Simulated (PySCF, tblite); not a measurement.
# C6H11N: a rotation path, then NMR shifts on frames, part 2 of 2

tblite 0.8.0 and PySCF 2.14.0. Atoms count from 0. Earlier steps stand in the parts before.

### Step 5. Nuclear shieldings: image 4, PBE0/pcSseg-1

Job settings and geometry (Å):

```
{"job": {"kind": "nmr", "xc": "PBE0", "basis": "pcSseg-1", "pop": false}, "charge": 0, "multiplicity": 1}
C     -2.598200     0.811600    -0.580500
C     -1.691100     0.213400     0.169700
C     -0.777400    -0.870200    -0.314400
C      0.638200    -0.331100    -0.647000
C      1.777100    -0.880300     0.231400
C      1.801800     0.496500     0.903800
N      0.970700     1.018000    -0.178900
H     -3.219600     1.606300    -0.203200
H     -2.758600     0.526700    -1.607400
H     -1.556000     0.518200     1.201000
H     -1.201800    -1.329700    -1.208200
H     -0.698500    -1.640000     0.456900
H      0.807500    -0.412100    -1.725800
H      2.681000    -1.111800    -0.324500
H      1.524500    -1.717100     0.877700
H      2.766800     1.003100     0.967000
H      1.334800     0.493200     1.895400
H      0.190000     1.611700     0.075300
```

Method: GIAO PBE0/pcSseg-1 NMR shielding, non-relativistic, gas phase.

Log:

```text
coarse grid: 14400 points
cycle   1  E = -289.4616581729  dE =  8.622e-01  |g| = 4.196e-01  |ddm| = 3.698e+00
cycle   2  E = -289.4584562051  dE =  3.202e-03  |g| = 4.554e-01  |ddm| = 8.465e-01
cycle   3  E = -289.5080624372  dE = -4.961e-02  |g| = 5.824e-02  |ddm| = 4.508e-01
cycle   4  E = -289.5086102992  dE = -5.479e-04  |g| = 2.461e-02  |ddm| = 6.222e-02
cycle   5  E = -289.5087397110  dE = -1.294e-04  |g| = 5.415e-03  |ddm| = 2.674e-02
cycle   6  E = -289.5087457812  dE = -6.070e-06  |g| = 9.731e-04  |ddm| = 6.136e-03
final grid: 137336 points
cycle   7  E = -289.5519431926  dE = -4.886e-05  |g| = 9.518e-03  |ddm| = 3.586e-02
cycle   8  E = -289.5519346647  dE =  8.528e-06  |g| = 1.130e-02  |ddm| = 1.924e-02
cycle   9  E = -289.5519665468  dE = -3.188e-05  |g| = 1.168e-03  |ddm| = 1.070e-02
cycle  10  E = -289.5519668510  dE = -3.042e-07  |g| = 3.664e-04  |ddm| = 1.201e-03
cycle  11  E = -289.5519668827  dE = -3.170e-08  |g| = 9.854e-05  |ddm| = 3.103e-04
cycle  12  E = -289.5519668849  dE = -2.191e-09  |g| = 3.113e-05  |ddm| = 1.066e-04
cycle  13  E = -289.5519668851  dE = -2.279e-10  |g| = 5.257e-06  |ddm| = 3.324e-05
converged SCF energy = -289.5519668851

GIAO shielding tensors (ppm)
atom      isotropic    diamagn.    paramagn.     s11        s22        s33       span
  0 C       60.789     253.464    -192.675    -52.009     77.889    156.487    208.496
  1 C       42.982     257.313    -214.331    -81.827     46.746    164.026    245.854
  2 C      142.957     248.577    -105.619    119.549    146.631    162.692     43.143
  3 C      129.723     244.726    -115.003    114.063    122.029    153.076     39.013
  4 C      154.822     253.151     -98.329    129.552    157.531    177.383     47.830
  5 C      139.772     247.951    -108.179    117.088    130.059    172.169     55.081
  6 N      230.778     321.391     -90.612    182.460    245.726    264.150     81.690
  7 H       26.169      29.316      -3.147     23.016     25.322     30.169      7.153
  8 H       26.310      31.184      -4.874     22.711     25.549     30.669      7.958
  9 H       25.448      32.862      -7.413     22.711     24.926     28.708      5.997
 10 H       29.194      32.228      -3.035     25.629     28.192     33.761      8.132
 11 H       29.237      31.452      -2.215     26.134     28.932     32.645      6.512
 12 H       27.871      31.719      -3.848     22.707     27.775     33.130     10.424
 13 H       28.907      30.392      -1.485     25.869     26.939     33.913      8.045
 14 H       30.188      31.363      -1.174     27.001     28.701     34.863      7.863
 15 H       28.042      28.815      -0.774     24.397     25.324     34.405     10.008
 16 H       27.938      30.706      -2.767     25.152     26.039     32.623      7.472
 17 H       30.720      34.589      -3.870     23.883     30.094     38.181     14.298
```

Run time: 20 s. Hardware: 1 thread of Arm Neoverse V1, shared host; peak memory 0.82 GiB.

Key values: δ C1 143.9, C0 126.1, C3 57.2, C5 47.2, H9 6.27, H7 5.55 ppm.

### Step 6. Shielding tensors: image 6, PBE0/pcSseg-1

Job settings and geometry (Å):

```
{"job": {"kind": "nmr", "xc": "PBE0", "basis": "pcSseg-1", "pop": false}, "charge": 0, "multiplicity": 1}
C     -2.739900     0.645200    -0.849900
C     -1.813400     0.360700     0.045800
C     -0.788400    -0.721700    -0.100700
C      0.579300    -0.159000    -0.539400
C      1.798800    -0.899500     0.041500
C      1.987700     0.318200     0.954400
N      1.037100     1.060200     0.130300
H     -3.444300     1.447100    -0.706800
H     -2.833800     0.083000    -1.764000
H     -1.758800     0.939800     0.960000
H     -1.119300    -1.446900    -0.846500
H     -0.674900    -1.236900     0.856300
H      0.581500    -0.030800    -1.627700
H      2.607300    -1.037400    -0.670100
H      1.592200    -1.840700     0.544600
H      2.976300     0.781700     0.964700
H      1.669700     0.135200     1.987200
H      0.334100     1.608300     0.608600
```

Level: GIAO PBE0/pcSseg-1 NMR shielding, non-relativistic, gas phase.

Log:

```text
coarse grid: 14400 points
cycle   1  E = -289.4657433668  dE =  8.632e-01  |g| = 4.221e-01  |ddm| = 3.696e+00
cycle   2  E = -289.4627545632  dE =  2.989e-03  |g| = 4.569e-01  |ddm| = 8.521e-01
cycle   3  E = -289.5128405857  dE = -5.009e-02  |g| = 5.741e-02  |ddm| = 4.478e-01
cycle   4  E = -289.5133636738  dE = -5.231e-04  |g| = 2.513e-02  |ddm| = 5.981e-02
cycle   5  E = -289.5134996261  dE = -1.360e-04  |g| = 5.207e-03  |ddm| = 2.621e-02
cycle   6  E = -289.5135049623  dE = -5.336e-06  |g| = 1.537e-03  |ddm| = 5.965e-03
final grid: 137336 points
cycle   7  E = -289.5558731757  dE = -4.344e-05  |g| = 9.828e-03  |ddm| = 3.566e-02
cycle   8  E = -289.5558602739  dE =  1.290e-05  |g| = 1.224e-02  |ddm| = 2.040e-02
cycle   9  E = -289.5558978128  dE = -3.754e-05  |g| = 1.615e-03  |ddm| = 1.161e-02
cycle  10  E = -289.5558984552  dE = -6.425e-07  |g| = 3.102e-04  |ddm| = 1.395e-03
cycle  11  E = -289.5558984765  dE = -2.126e-08  |g| = 1.003e-04  |ddm| = 2.914e-04
cycle  12  E = -289.5558984788  dE = -2.287e-09  |g| = 2.601e-05  |ddm| = 1.086e-04
cycle  13  E = -289.5558984789  dE = -1.534e-10  |g| = 5.054e-06  |ddm| = 2.768e-05
converged SCF energy = -289.5558984789

GIAO shielding tensors (ppm)
atom      isotropic    diamagn.    paramagn.     s11        s22        s33       span
  0 C       61.839     253.104    -191.265    -50.945     78.439    158.022    208.967
  1 C       42.906     257.202    -214.295    -83.978     49.070    163.627    247.606
  2 C      143.557     248.295    -104.738    122.444    147.092    161.136     38.692
  3 C      124.233     244.678    -120.445    111.951    116.345    144.402     32.451
  4 C      158.087     252.701     -94.614    139.790    155.756    178.714     38.924
  5 C      140.361     248.190    -107.829    117.690    129.745    173.647     55.957
  6 N      230.772     321.371     -90.599    184.284    243.206    264.826     80.542
  7 H       26.214      28.932      -2.718     23.207     25.311     30.124      6.918
  8 H       26.292      31.200      -4.908     22.624     25.590     30.662      8.038
  9 H       25.452      32.680      -7.227     22.739     24.378     29.240      6.501
 10 H       29.548      32.341      -2.793     26.057     28.469     34.120      8.063
 11 H       29.224      31.864      -2.640     26.056     29.294     32.323      6.267
 12 H       27.823      32.072      -4.250     23.187     27.843     32.438      9.251
 13 H       29.074      30.450      -1.376     26.014     26.903     34.306      8.293
 14 H       30.104      31.198      -1.094     26.840     28.592     34.879      8.039
 15 H       28.062      28.617      -0.556     24.487     25.457     34.241      9.755
 16 H       27.812      30.442      -2.630     24.955     25.826     32.655      7.700
 17 H       30.961      34.875      -3.914     23.553     30.498     38.832     15.279
```

Run time: 20 s. Hardware: 1 thread of Arm Neoverse V1, shared host; peak memory 0.82 GiB.

Key values: δ C1 144.0, C0 125.1, C3 62.7, C5 46.6, H9 6.26, H7 5.50 ppm.

### Step 7. Shielding tensors: image 8, PBE0/pcSseg-1

Job settings and geometry (Å):

```
{"job": {"kind": "nmr", "xc": "PBE0", "basis": "pcSseg-1", "pop": false}, "charge": 0, "multiplicity": 1}
C     -2.917000     0.348500    -0.990500
C     -1.874800     0.529400    -0.202000
C     -0.788500    -0.476500     0.007800
C      0.579000     0.080900    -0.403600
C      1.756200    -0.867300    -0.115400
C      2.145900     0.101400     1.008200
N      1.176600     1.073300     0.497200
H     -3.674300     1.102800    -1.120200
H     -3.060200    -0.569500    -1.537300
H     -1.753800     1.462600     0.333400
H     -0.993400    -1.374900    -0.578300
H     -0.748500    -0.758000     1.065400
H      0.520100     0.460700    -1.429900
H      2.484500    -0.923800    -0.919400
H      1.480100    -1.871200     0.199200
H      3.167800     0.486100     0.980800
H      1.939300    -0.283900     2.013000
H      0.552200     1.485600     1.180300
```

Method: GIAO PBE0/pcSseg-1 NMR shielding, non-relativistic, gas phase.

Log:

```text
coarse grid: 14400 points
cycle   1  E = -289.4691916259  dE =  8.592e-01  |g| = 4.228e-01  |ddm| = 3.692e+00
cycle   2  E = -289.4671022587  dE =  2.089e-03  |g| = 4.535e-01  |ddm| = 8.437e-01
cycle   3  E = -289.5166558291  dE = -4.955e-02  |g| = 5.577e-02  |ddm| = 4.332e-01
cycle   4  E = -289.5171358768  dE = -4.800e-04  |g| = 2.535e-02  |ddm| = 5.694e-02
cycle   5  E = -289.5172741925  dE = -1.383e-04  |g| = 4.978e-03  |ddm| = 2.522e-02
cycle   6  E = -289.5172790638  dE = -4.871e-06  |g| = 1.543e-03  |ddm| = 5.585e-03
final grid: 137336 points
cycle   7  E = -289.5588427104  dE = -4.012e-05  |g| = 9.982e-03  |ddm| = 3.387e-02
cycle   8  E = -289.5588289769  dE =  1.373e-05  |g| = 1.248e-02  |ddm| = 2.061e-02
cycle   9  E = -289.5588680748  dE = -3.910e-05  |g| = 1.651e-03  |ddm| = 1.190e-02
cycle  10  E = -289.5588687549  dE = -6.801e-07  |g| = 2.667e-04  |ddm| = 1.395e-03
cycle  11  E = -289.5588687696  dE = -1.473e-08  |g| = 1.005e-04  |ddm| = 2.688e-04
cycle  12  E = -289.5588687719  dE = -2.332e-09  |g| = 2.290e-05  |ddm| = 1.061e-04
cycle  13  E = -289.5588687721  dE = -1.145e-10  |g| = 5.487e-06  |ddm| = 2.379e-05
converged SCF energy = -289.5588687721

GIAO shielding tensors (ppm)
atom      isotropic    diamagn.    paramagn.     s11        s22        s33       span
  0 C       65.137     252.507    -187.370    -46.421     84.727    157.105    203.526
  1 C       42.351     256.698    -214.348    -85.153     46.486    165.719    250.872
  2 C      137.615     248.307    -110.691    121.503    137.687    153.654     32.151
  3 C      123.714     245.698    -121.983    111.232    115.713    144.198     32.965
  4 C      159.914     251.715     -91.800    144.221    154.646    180.876     36.655
  5 C      140.450     248.221    -107.771    117.497    129.902    173.952     56.455
  6 N      223.154     322.144     -98.990    181.029    221.685    266.749     85.720
  7 H       26.411      28.449      -2.038     23.476     25.324     30.433      6.957
  8 H       26.321      31.038      -4.717     22.868     25.645     30.449      7.581
  9 H       25.603      32.280      -6.677     22.682     24.109     30.017      7.335
 10 H       29.715      33.129      -3.414     26.112     29.244     33.788      7.677
 11 H       29.284      32.211      -2.927     26.111     29.489     32.252      6.141
 12 H       28.023      32.391      -4.368     24.204     27.939     31.926      7.722
 13 H       29.096      30.492      -1.396     25.964     26.970     34.356      8.392
 14 H       30.028      31.200      -1.172     26.947     28.457     34.681      7.734
 15 H       27.972      28.340      -0.368     24.347     25.525     34.044      9.698
 16 H       27.899      30.084      -2.186     25.087     25.740     32.869      7.783
 17 H       31.016      34.719      -3.704     24.184     30.043     38.820     14.636
```

Run time: 23 s. Hardware: 1 thread of Arm Neoverse V1, shared host; peak memory 0.82 GiB.

Key values: δ C1 144.6, C0 121.8, C3 63.2, C2 49.3, H9 6.11, H8 5.40 ppm.

### Step 8. Comparing the runs: NMR shifts

Shifts (ppm) of some atoms, chosen among heavy atoms and hydrogens apart, with basis size and wall time:

| frame | C0 | C3 | C2 | C4 | H16 | H17 | N6 | functions | time |
| --- | --- | --- | --- | --- | --- | --- | --- | --- | --- |
| image 0 | 125.8 | 60.1 | 45.0 | 24.6 | 3.33 | 0.95 | 38.4 | 174 | 19 s |
| image 2 | 126.9 | 56.1 | 45.4 | 30.1 | 3.36 | 1.34 | 38.1 | 174 | 20 s |
| image 4 | 126.1 | 57.2 | 44.0 | 32.1 | 3.78 | 1.00 | 37.0 | 174 | 20 s |
| image 6 | 125.1 | 62.7 | 43.4 | 28.8 | 3.90 | 0.76 | 37.0 | 174 | 20 s |
| image 8 | 121.8 | 63.2 | 49.3 | 27.0 | 3.82 | 0.70 | 44.6 | 174 | 23 s |

### Step 9. Results

What follows sums up all 2 parts.

| quantity | value |
| --- | --- |
| barrier | 0.160 eV (3.7 kcal/mol) at image 4 |
| end to end (GFN2-xTB) | 0.021 eV |
| ¹³C shifts against TMS (PBE0/pcSseg-1, image 0) | 142.8, 125.8, 60.1, 46.2, 45.0, 24.6 ppm |
| ¹H shifts against TMS (PBE0/pcSseg-1, image 0) | 6.67, 5.51, 5.48, 3.90, 3.49, 3.33, 2.51, 2.32, 2.07, 1.69, 0.95 ppm |
| ¹⁵N shifts against NH3 (PBE0/pcSseg-1, image 0) | 38.4 ppm |
| range of the shift of N6 | 37.0 to 44.6 ppm |

In words: Along the band the dihedral turns by 121°, and the top (dihedral 116°) lies 3.7 kcal/mol above the start (GFN2-xTB, rough), so at room temperature this motion is fast. Ends this close can change order at a higher level. The top was not checked by a frequency run. Shifts at one fixed geometry are not the observed spectrum, which averages over the motion. In the first frame run (image 0): Shielding is most anisotropic at C1 (span 247 ppm, paramagnetic term -214 ppm). In ppm, N6 moves most: its shift spreads over 7.6 ppm, from 37.0 (image 4) to 44.6 (image 8).
